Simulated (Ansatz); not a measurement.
**C3H9AlO3: up Jacob's ladder to CCSD(T)**

One table from this session's results is given with a row withheld; the runs are named, their logs left out.

Computed with Ansatz 0.2.0, Gaussian basis. Level: functionals in def2-TZVPP, the program's frozen cores in correlated methods.

Levels to be run: LDA (SPW92), PBE-D4, revPBE-D4, BLYP-D4, r2SCAN-D4, B97M-V, PBE0-D4, B3LYP-D4, r2SCANh-D4, r2SCAN0-D4, HSE06-D4, BHLYP-D4, CAM-B3LYP-D4, LC-ωPBE, ωB97X-V, ωB97M-V, B2PLYP, PBE-QIDH; CCSD(T)/def2-SVP; CCSD(T)/def2-TZVPP; MP2/def2-QZVPP; extrapolation to the limit; RPA on PBE.

## Structure used throughout

The geometry comes from an earlier relaxation with PBE0-D4 in a triple-zeta def2 set; it is a stationary point, not always the lowest conformer.

SMILES `C[O][Al]([O]C)[O]C`, 16 atoms, charge 0, spin multiplicity 1.

Atoms are counted from 1 here; the program's logs count them from 0.

Bond lengths: C1–O2 1.398 Å, C1–H8 1.095 Å, C1–H9 1.096 Å, C1–H10 1.095 Å, O2–Al3 1.678 Å, Al3–O4 1.678 Å, Al3–O6 1.678 Å, O4–C5 1.398 Å, C5–H11 1.096 Å, C5–H12 1.095 Å, C5–H13 1.095 Å, O6–C7 1.398 Å, C7–H14 1.096 Å, C7–H15 1.095 Å, C7–H16 1.095 Å. Angles: O2–C1–H8 110.1°, O2–C1–H9 112.5°, O2–C1–H10 110.0°, H8–C1–H9 108.1°, H8–C1–H10 107.8°, H9–C1–H10 108.1°, C1–O2–Al3 134.3°, O2–Al3–O4 120.0°, O2–Al3–O6 120.0°, O4–Al3–O6 120.0°, Al3–O4–C5 134.3°, O4–C5–H11 112.5°, O4–C5–H12 110.0°, O4–C5–H13 110.1°, H11–C5–H12 108.1°, H11–C5–H13 108.1°, H12–C5–H13 107.8°, Al3–O6–C7 134.3° and more.

The first run:

Contents of in.yaml:

```yaml
crystal:
  periodic: [false, false, false]
  atoms:
    - {symbol: C, position_ang: [-2.680741, 0.860610, -0.349402]}
    - {symbol: O, position_ang: [-1.673646, -0.079802, -0.110700]}
    - {symbol: Al, position_ang: [-0.001481, -0.001497, 0.002868]}
    - {symbol: O, position_ang: [0.884675, -1.392790, 0.309709]}
    - {symbol: C, position_ang: [0.553184, -2.735591, 0.515889]}
    - {symbol: O, position_ang: [0.784535, 1.468135, -0.190762]}
    - {symbol: C, position_ang: [2.123322, 1.870759, -0.158199]}
    - {symbol: H, position_ang: [-3.376997, 0.888019, 0.495571]}
    - {symbol: H, position_ang: [-2.284423, 1.871879, -0.497316]}
    - {symbol: H, position_ang: [-3.248930, 0.583392, -1.243714]}
    - {symbol: H, position_ang: [-0.527036, -2.914299, 0.463089]}
    - {symbol: H, position_ang: [1.039306, -3.362487, -0.239199]}
    - {symbol: H, position_ang: [0.904696, -3.062312, 1.500358]}
    - {symbol: H, position_ang: [2.807972, 1.036854, 0.035327]}
    - {symbol: H, position_ang: [2.270804, 2.621369, 0.625589]}
    - {symbol: H, position_ang: [2.402060, 2.325162, -1.114909]}
basis:
  gaussian: {orbitals: def2-TZVPP}
hamiltonian: {xc: lda}
output: {orbitals: {seedname: orbitals}}
```

Run with:

```bash
$ ansatz run in.yaml --threads 2 --pin off --events-out ev --progress --plain --max-ram 32768MiB --backend cuda --devices 0, --max-vram 18GiB
```

Steps of the session up to this table: LDA; PBE-D4 (GGA); revPBE-D4 (GGA); BLYP-D4 (GGA); r2SCAN-D4 (meta-GGA); B97M-V (meta-GGA); B3LYP-D4 (hybrid); r2SCANh-D4 (hybrid); r2SCAN0-D4 (hybrid); HSE06-D4 (hybrid); BHLYP-D4 (hybrid); CAM-B3LYP-D4 (range-separated); LC-ωPBE (range-separated); ωB97X-V (range-separated); ωB97M-V (range-separated); B2PLYP (double hybrid); PBE-QIDH (double hybrid).

One table of the session follows, with a row left open; its other results are not shown here.

```
  functional  HOMO (eV)  gap (eV)
 LDA (SPW92)      -6.48      5.17
      PBE-D4      -6.34      5.29
   revPBE-D4      -6.28      5.38
     BLYP-D4      -6.25      5.26
   r2SCAN-D4      -6.66      6.08
      B97M-V          ?         ?
     PBE0-D4      -7.89      7.74
    B3LYP-D4      -7.65      7.20
  r2SCANh-D4      -7.25      6.95
  r2SCAN0-D4      -8.13      8.24
    HSE06-D4      -7.49      6.96
    BHLYP-D4      -9.40     10.00
CAM-B3LYP-D4      -9.35     10.08
     LC-ωPBE     -10.71     12.76
     ωB97X-V     -10.38     12.15
     ωB97M-V     -10.31     11.71
```

Q: Estimate the row for B97M-V from the others.

As computed: HOMO (eV): -6.77; gap (eV): 5.84. In the column «HOMO (eV)» it lies between r2SCANh-D4 (-7.25) and r2SCAN-D4 (-6.66).
